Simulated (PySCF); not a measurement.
# GaB: from the state search to spectroscopic constants, part 2 of 2

PySCF 2.14.0; Ga def2-TZVPP, B def2-TZVPP; no relativity. Earlier steps stand in the parts before.

## 13. UHF (mean field)

The SCF at the reference distance, 2.237 Å, printed:

```text
******** <class 'pyscf.scf.uhf_symm.SymAdaptedUHF'> ********
method = SymAdaptedUHF
[... 11 set-up lines left out, the same as in an earlier log ...]
max_memory 2100 MB (current use 632 MB)
[... 1 set-up line left out, the same as in an earlier log ...]
Overwritten attributes  get_j get_jk get_k get_occ get_hcore  of <class 'pyscf.scf.uhf_symm.SymAdaptedUHF'>
<class 'pyscf.scf.uhf_symm.SymAdaptedUHF'> does not have attributes  refdm
[... 1 set-up line left out, the same as in an earlier log ...]
init E= -1947.77985414812
cycle= 1 E= -1947.79433629901  delta_E= -0.0145  |g|= 0.105  |ddm|= 0.188
cycle= 2 E= -1947.7962438233  delta_E= -0.00191  |g|= 0.0709  |ddm|= 0.114
cycle= 3 E= -1947.79724565723  delta_E= -0.001  |g|= 0.0124  |ddm|= 0.0327
cycle= 4 E= -1947.79772232209  delta_E= -0.000477  |g|= 0.00704  |ddm|= 0.0337
cycle= 5 E= -1947.7981393989  delta_E= -0.000417  |g|= 0.00464  |ddm|= 0.0392
cycle= 6 E= -1947.79838540818  delta_E= -0.000246  |g|= 0.00154  |ddm|= 0.0452
cycle= 7 E= -1947.79840167773  delta_E= -1.63e-05  |g|= 0.000354  |ddm|= 0.0117
cycle= 8 E= -1947.79840232772  delta_E= -6.5e-07  |g|= 0.000126  |ddm|= 0.00257
cycle= 9 E= -1947.7984023818  delta_E= -5.41e-08  |g|= 3.76e-05  |ddm|= 0.000774
cycle= 10 E= -1947.79840238626  delta_E= -4.46e-09  |g|= 9.08e-06  |ddm|= 0.000206
cycle= 11 E= -1947.79840238655  delta_E= -2.91e-10  |g|= 3.23e-06  |ddm|= 6.54e-05
Extra cycle  E= -1947.79840238657  delta_E= -2.73e-11  |g|= 2.06e-06  |ddm|= 6.05e-06
converged SCF energy = -1947.79840238657  <S^2> = 2.0192733  2S+1 = 3.0128215
```

Re = 2.246 Å, ωe = 443 cm⁻¹, ωexe = 3.05 cm⁻¹, αe = 0.00335 cm⁻¹, Be = 0.3522 cm⁻¹, De = 1.16 eV, μ = -1.18 D. 8.2 s of CPU time for 12 points, integrals apart.

## 14. Correlated methods on the Hartree–Fock reference

Reference: UHF; core orbitals frozen: 10.

Log of the coupled-cluster run at 2.237 Å:

```text
******** <class 'pyscf.cc.uccsd.UCCSD'> ********
CC2 = 0
CCSD nocc = (np.int64(9), np.int64(7)), nmo = (69, 69)
frozen orbitals [[0, 1, 2, 3, 4, 5, 6, 7, 8, 9], [0, 1, 2, 3, 4, 5, 6, 7, 8, 9]]
max_cycle = 80
direct = 0
conv_tol = 1e-07
conv_tol_normt = 1e-05
diis_space = 8
diis_start_cycle = 0
diis_start_energy_diff = 1e+09
max_memory 2100 MB (current use 752 MB)
Init t2, MP2 energy = -0.241906692769799
Init E_corr(UCCSD) = -0.241906692776184
cycle = 1  E_corr(UCCSD) = -0.243577154695133  dE = -0.00167046192  norm(t1,t2) = 0.0985175
cycle = 2  E_corr(UCCSD) = -0.257181379545485  dE = -0.0136042249  norm(t1,t2) = 0.0432702
cycle = 3  E_corr(UCCSD) = -0.257935015902935  dE = -0.000753636357  norm(t1,t2) = 0.0280097
cycle = 4  E_corr(UCCSD) = -0.262150827074054  dE = -0.00421581117  norm(t1,t2) = 0.0185694
cycle = 5  E_corr(UCCSD) = -0.262331635753147  dE = -0.000180808679  norm(t1,t2) = 0.0100877
cycle = 6  E_corr(UCCSD) = -0.262309447071699  dE = 2.21886814e-05  norm(t1,t2) = 0.00357095
cycle = 7  E_corr(UCCSD) = -0.262450476294991  dE = -0.000141029223  norm(t1,t2) = 0.00146848
cycle = 8  E_corr(UCCSD) = -0.26242252861093  dE = 2.79476841e-05  norm(t1,t2) = 0.000521579
cycle = 9  E_corr(UCCSD) = -0.262416818061618  dE = 5.71054931e-06  norm(t1,t2) = 0.000247326
cycle = 10  E_corr(UCCSD) = -0.26241944382844  dE = -2.62576682e-06  norm(t1,t2) = 0.000101961
cycle = 11  E_corr(UCCSD) = -0.262420004296019  dE = -5.60467579e-07  norm(t1,t2) = 4.51734e-05
cycle = 12  E_corr(UCCSD) = -0.262418938547583  dE = 1.06574844e-06  norm(t1,t2) = 1.60642e-05
cycle = 13  E_corr(UCCSD) = -0.262419475054179  dE = -5.36506596e-07  norm(t1,t2) = 7.08684e-06
cycle = 14  E_corr(UCCSD) = -0.262419451050508  dE = 2.40036707e-08  norm(t1,t2) = 3.35276e-06
UCCSD converged
E(UCCSD) = -1948.060821837625  E_corr = -0.2624194510505082
UCCSD(T) correction = -0.0129499877100134
```

Correlation energy (eV) along the bond:

```tsv
R (Å)	MP2	SCS-MP2	CCSD	CCSD(T)	T1
1.924	-6.679	-6.314	n/a	n/a	n/a
2.013	-6.643	-6.286	-7.185	-7.539	0.032
2.103	-6.615	-6.265	-7.163	-7.516	0.032
2.170	-6.598	-6.252	-7.150	-7.503	0.031
2.237	-6.583	-6.241	-7.141	-7.493	0.031
2.304	-6.569	-6.231	-7.133	-7.486	0.031
2.394	-6.551	-6.216	-7.125	-7.478	0.032
2.505	-6.526	-6.195	-7.117	-7.471	0.033
2.640	-6.488	-6.164	-7.105	-7.461	0.036
2.819	-6.418	-6.107	n/a	n/a	n/a
```

UHF-MP2: Re = 2.215 Å, ωe = 460 cm⁻¹, ωexe = 2.14 cm⁻¹, αe = 0.00290 cm⁻¹, Be = 0.3618 cm⁻¹, De = 1.74 eV.

UHF-SCS-MP2: Re = 2.223 Å, ωe = 458 cm⁻¹, ωexe = 2.18 cm⁻¹, αe = 0.00286 cm⁻¹, Be = 0.3593 cm⁻¹, De = 1.56 eV.

UHF-CCSD: Re = 2.227 Å, ωe = 444 cm⁻¹, ωexe = 2.65 cm⁻¹, αe = 0.00323 cm⁻¹, Be = 0.3580 cm⁻¹, De = 1.63 eV.

UHF-CCSD(T): Re = 2.227 Å, ωe = 442 cm⁻¹, ωexe = 2.68 cm⁻¹, αe = 0.00328 cm⁻¹, Be = 0.3580 cm⁻¹, De = 1.74 eV.

## 15. All curves

Energy (eV) from each level's lowest point:

```tsv
R (Å)	UHF	UHF-MP2	UHF-SCS-MP2	UHF-CCSD	UHF-CCSD(T)	LDA	PBE	PBEsol	r²SCAN	PBE0	r²SCAN0	M06	ωB97M-V
1.924	0.556	0.459	0.482	n/a	n/a	0.384	0.497	0.450	0.456	0.475	0.450	0.511	0.456
2.013	0.254	0.194	0.209	0.210	0.208	0.154	0.230	0.198	0.198	0.210	0.192	0.238	0.198
2.103	0.084	0.052	0.061	0.063	0.062	0.036	0.079	0.061	0.059	0.065	0.053	0.083	0.058
2.170	0.021	0.006	0.010	0.012	0.012	0.001	0.021	0.013	0.011	0.014	0.008	0.023	0.011
2.237	0.000	0.000	0.000	0.000	0.000	0.000	0.000	0.000	0.000	0.000	0.000	0.000	0.000
2.304	0.011	0.024	0.021	0.018	0.018	0.025	0.007	0.015	0.017	0.015	0.021	0.006	0.018
2.394	0.062	0.094	0.087	0.077	0.076	0.088	0.047	0.066	0.072	0.069	0.082	0.046	0.075
2.505	0.165	0.222	0.211	0.189	0.187	0.199	0.134	0.163	0.176	0.172	0.195	0.133	0.182
2.640	0.321	0.416	0.399	0.357	0.354	0.358	0.267	0.309	0.329	0.329	0.362	0.271	0.344
2.819	0.540	0.704	0.674	n/a	n/a	0.586	0.468	0.524	0.554	0.561	0.607	0.481	0.585
```

The whole job (state search and all levels along the bond) took 8.5 min on 1 thread of Intel Xeon Platinum 8559C (shared host), peak memory 2 GiB.

## 16. What came out

What follows sums up all 2 parts.

Lowest PBE0 solution found, without spin–orbit coupling: ³Π (triplet), unpaired electrons σ ↑, π ↑. State 2 has its PBE0 minimum 0.01 eV higher. State 3 has its PBE0 minimum 0.17 eV higher, as a spin-mixed determinant (⟨S²⟩ = 1.02), so this is no gap between pure states. State 4 has its PBE0 minimum 0.22 eV higher, as a spin-mixed determinant (⟨S²⟩ = 1.01), so this is no gap between pure states. The other levels ran on the lowest alone.

```tsv
level	Re (Å)	ωe (cm⁻¹)	De (eV)	μ (D)
UHF	2.246	443	1.16	-1.18
UHF-MP2	2.215	460	1.74	n/a
UHF-SCS-MP2	2.223	458	1.56	n/a
UHF-CCSD	2.227	444	1.63	n/a
UHF-CCSD(T)	2.227	442	1.74	n/a
LDA	2.205	434	2.54	-1.25
PBE	2.252	407	2.14	-1.36
PBEsol	2.231	420	2.31	-1.27
r²SCAN	2.227	431	2.12	-1.08
PBE0	2.232	431	1.99	-1.35
r²SCAN0	2.219	443	1.97	-1.13
M06	2.255	410	1.90	-1.61
ωB97M-V	2.226	434	1.77	-1.49
```

De is counted to Ga + B in their ground configurations. A positive dipole means Ga(−)B(+).

Differences from CCSD(T) in the same basis:

```tsv
level	Re (mÅ)	ωe (%)
UHF	+18	+0.2
UHF-MP2	-12	+4.1
UHF-SCS-MP2	-4	+3.5
UHF-CCSD	0	+0.5
LDA	-22	-1.9
PBE	+25	-7.9
PBEsol	+4	-5.0
r²SCAN	0	-2.6
PBE0	+5	-2.5
r²SCAN0	-8	+0.2
M06	+28	-7.4
ωB97M-V	-1	-1.8
```

Time per point (s) on 1 thread of Intel Xeon Platinum 8559C, shared host (CPU time, shared integrals of 0.45 s apart; correlated levels include their reference; CCSD comes with the CCSD(T) run); the times are rough: UHF 0.69, UHF-MP2 1.1, UHF-SCS-MP2 1.1, LDA 0.69, PBE 1.1, PBEsol 0.67, r²SCAN 1.4, PBE0 2.1, r²SCAN0 1.9, M06 1.7, ωB97M-V 7.3; the reference 27.

Cheap and still within 11 mÅ and 2.5 % of CCSD(T): r²SCAN0 (1.9 s), PBE0 (2.1 s), against 27 s for the dearest run.

What this shows: Judged by CCSD(T) in the same basis: best bond length UHF-CCSD and r²SCAN (0 mÅ), worst M06 (+28 mÅ); best wavenumber UHF and r²SCAN0 (+0.2 %), worst PBE (-7.9 %). Among the levels with a De in the table, it runs from 1.16 eV (UHF) to 2.54 eV (LDA).

Correlated steps freeze 10 core orbitals. At some levels the lowest empty orbital lies below the highest filled one (the two can be of opposite spin).
